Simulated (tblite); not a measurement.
# CH6OSSi2: the cost of one run

Programs: tblite 0.8.0 and PySCF 2.14.0. All values are calculated, for the isolated system unless a continuum is named. Atoms count from 0, parts from 1.

## 1. The system as given

11 atoms, charge 0, multiplicity 3; geometry: distance geometry start.

## 2. Relaxing the cluster with GFN2-xTB

The job: settings as JSON, then the geometry in Å.

```
{"job": {"kind": "relax", "xc": "GFN2-xTB", "basis": "xTB"}, "charge": 0, "multiplicity": 3}
C     -0.194144     0.110504    -0.043033
O     -1.047660    -0.704821    -0.683273
Si    -2.663123    -0.377744    -0.384649
S      0.923736     1.089328     0.767645
Si     2.791686     0.313858     0.088931
H     -2.997897     0.984537    -0.827192
H     -2.973058    -0.526537     1.071942
H     -3.495306    -1.327417    -1.141816
H      2.875349     0.415542    -1.391358
H      3.893833     1.084783     0.699914
H      2.908462    -1.115517     0.479014
```

Level: GFN2-xTB geometry optimisation, gas phase.

Command:

```bash
$ OMP_NUM_THREADS=1 python cluster_run.py task.json out
```

One launch serves the whole session: the jobs run in the order shown.

Q: Estimate the wall time of this first job on 1 thread of Intel Xeon 6975P-C, shared host.

About 2.6 s.
